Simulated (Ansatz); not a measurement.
**BBrCl2 (SMILES ClB(Cl)Br), step by step**

We compute the energy (HF/6-311G**), then the energy (CASCI(8,8)/6-311G**), then a single-point energy (CCSD(T)/6-311G**) of BBrCl2. 

The results are computed with Ansatz 0.2.0.

5 further runs of the same task are left out: 5 for a known fault of the program.

## 1. Starting point

BBrCl2 has 4 atoms, charge 0, and is taken as a singlet. As SMILES, `ClB(Cl)Br`. The shape is that of a PBE0-D4/def2-TZVP optimisation.

Bond lengths: Cl1–B2 1.735 Å, B2–Cl3 1.735 Å, B2–Br4 1.901 Å. Angles: Cl1–B2–Cl3 120.1°, Cl1–B2–Br4 119.9°, Cl3–B2–Br4 119.9°.

## 2. The energy at HF/6-311G(d,p) (Cartesian d past Ne) (run 1)

The input, molecule.yaml:

```yaml
basis:
  gaussian:
    orbitals: 6-311G_st__st_.json
crystal:
  periodic: [false, false, false]
  atoms:
    - symbol: Cl
      position_ang: [0.582100, 0.666000, 1.510800]
    - symbol: B
      position_ang: [0.037200, -0.038100, 0.022100]
    - symbol: Cl
      position_ang: [0.444300, -1.679200, -0.365600]
    - symbol: Br
      position_ang: [-1.008100, 0.991100, -1.187600]
total_charge: 0
hamiltonian:
  xc: hf
output: {orbitals: {seedname: orbitals}}
```

The basis set 6-311G** is read from a file made from the Basis Set Exchange's data (not shown).

The run is started by

```sh
$ ansatz run molecule.yaml --threads 1 --pin off --max-ram 2610MiB --events-out events.jsonl --progress --plain --runs-dir runs
```

The program printed:

```text
Warning: RAYON_NUM_THREADS=1 ignored (pool sized by the plan → 1); use --threads N
Functional definition: HF
  name "HF"
  exchange = exact_x
  correlation = 0
923 factors; integrals over basis functions are off by at most 7.7e-4 eV
mean field evaluation 1: about -95679.0131 eV, gradient 2.0e1 eV
mean field evaluation 2: about -95679.0133 eV, gradient 2.0e1 eV
mean field evaluation 4: about -95680.3912 eV, gradient 2.1e0 eV
mean field evaluation 8: about -95680.4147 eV, gradient 1.6e-4 eV
mean field -95680.41474761 eV, -3516.1903874603 hartree, gradient 2.5e-5 eV, S^2 0.000000; 0 other end points of the search recorded, 0 dependent functions left out
reference -95680.41474761 eV, -3516.1903874603 hartree; 37, 37 occupied and 79, 79 virtual orbitals, 923 factors
Total energy: -95680.41474761 eV, -3516.1903874603 hartree
```

It took 1.8 s on 1 thread of Intel Xeon 6975P-C (Granite Rapids), shared host; peak memory 0.22 GiB.

## 3. A single-point energy at CASCI(8,8)/6-311G(d,p) (Cartesian d past Ne) (run 2)

The input, run.yaml:

```yaml
crystal:
  periodic: [false, false, false]
  atoms:
    - symbol: Cl
      position_ang: [0.582100, 0.666000, 1.510800]
    - symbol: B
      position_ang: [0.037200, -0.038100, 0.022100]
    - symbol: Cl
      position_ang: [0.444300, -1.679200, -0.365600]
    - symbol: Br
      position_ang: [-1.008100, 0.991100, -1.187600]
basis:
  gaussian: {orbitals: 6-311G_st__st_.json}
correlation:
  active_space: {window: {electrons: 8, orbitals: 8}, shells: [{species: Br, l: p, shell: 4}, {species: B, l: p, shell: 2}, {species: Cl, l: p, shell: 3}], fixed_orbitals: true}
magnetization: {spin_polarized: false}
```

The basis set 6-311G** is read from a file made from the Basis Set Exchange's data (not shown).

The run is started by

```sh
$ ansatz run run.yaml --threads 1 --pin off --max-ram 2610MiB --events-out events.jsonl --progress --plain --runs-dir runs
```

The program printed:

```text
Warning: RAYON_NUM_THREADS=1 ignored (pool sized by the plan → 1); use --threads N
Functional definition: HF
  name "HF"
  exchange = exact_x
  correlation = 0
923 factors; integrals over basis functions are off by at most 7.7e-4 eV
mean field evaluation 1: about -95679.0131 eV, gradient 2.0e1 eV
mean field evaluation 2: about -95679.0133 eV, gradient 2.0e1 eV
mean field evaluation 4: about -95680.3912 eV, gradient 2.1e0 eV
mean field evaluation 8: about -95680.4147 eV, gradient 1.6e-4 eV
mean field -95680.41474761 eV, -3516.1903874603 hartree, gradient 2.7e-6 eV, S^2 0.000000; 0 other end points of the search recorded, 0 dependent functions left out
reference -95680.41474761 eV, -3516.1903874603 hartree; 37, 37 occupied and 79, 79 virtual orbitals, 923 factors
state -95680.54747985 eV, -3516.1952652799 hartree
Total energy: -95680.54747985 eV, -3516.1952652799 hartree
```

It took 1.6 s on 1 thread of Intel Xeon 6975P-C (Granite Rapids), shared host; peak memory 0.22 GiB.

## 4. The energy at CCSD(T)/6-311G(d,p) (Cartesian d past Ne) (run 11)

The input, job.yaml:

```yaml
crystal:
  periodic: [false, false, false]
  atoms:
    - symbol: Cl
      position_ang: [0.582100, 0.666000, 1.510800]
    - symbol: B
      position_ang: [0.037200, -0.038100, 0.022100]
    - symbol: Cl
      position_ang: [0.444300, -1.679200, -0.365600]
    - symbol: Br
      position_ang: [-1.008100, 0.991100, -1.187600]
basis:
  gaussian: {orbitals: 6-311G_st__st_.json}
correlation: {method: ccsd_t}
```

The basis set 6-311G** is read from a file made from the Basis Set Exchange's data (not shown).

The run is started by

```sh
$ ansatz run job.yaml --threads 1 --pin off --max-ram 2610MiB --events-out events.jsonl --progress --plain --runs-dir runs
```

The program printed (excerpt; [...] marks lines left out):

```text
Warning: RAYON_NUM_THREADS=1 ignored (pool sized by the plan → 1); use --threads N
Functional definition: HF
  name "HF"
[...]
923 factors; integrals over basis functions are off by at most 7.7e-4 eV
[...]
mean field -95680.41474761 eV, -3516.1903874603 hartree, gradient 2.7e-6 eV, S^2 0.000000; 0 other end points of the search recorded, 0 dependent functions left out
20 core orbitals not correlated: weight in the atoms' cores, before any rotation towards them, 1.000 or more for the frozen orbitals, at most 0.000 for the correlated occupied ones
reference -95680.41474761 eV, -3516.1903874603 hartree; 17, 17 occupied and 79, 79 virtual orbitals, 923 factors
second order -17.40666342 eV of doubles, -0.00000000 eV of singles
cycle   1  -17.51550864 eV  change   -1.1e-1 eV  update   8.7e-2
[...]
cycle   9  -17.93597841 eV  change   -1.0e-6 eV  update   9.1e-6
perturbative correction -0.50815634 eV, -0.0186744012 hartree
Total energy: -95698.85888237 eV, -3516.8681969106 hartree
```

Run time: 13 s. Hardware: 1 thread of Intel Xeon 6975P-C (Granite Rapids), shared host; peak memory 0.5 GiB.

## 5. Summary of results

| quantity | value |
| --- | --- |
| run 1, HF/6-311G**: total energy | -3516.19039 Eh |
| run 1, HF/6-311G**: HOMO energy | -11.79 eV |
| run 1, HF/6-311G**: LUMO energy | 1.78 eV |
| run 1, HF/6-311G**: HOMO–LUMO gap | 13.57 eV |
| run 2, CASCI(8,8)/6-311G**: total energy | -3516.19527 Eh |
| run 11, CCSD(T)/6-311G**: total energy | -3516.86820 Eh |
| run 11, CCSD(T)/6-311G**: correlation energy (20 core orbitals frozen) | -677.8 mEh |
| run 11, CCSD(T)/6-311G**: (T) correction | -18.67 mEh |
| run 11, CCSD(T)/6-311G**: T1 diagnostic | 0.011 |

What this shows: The triples (run 11, CCSD(T)/6-311G**) make up 2.8 % of the correlation energy.
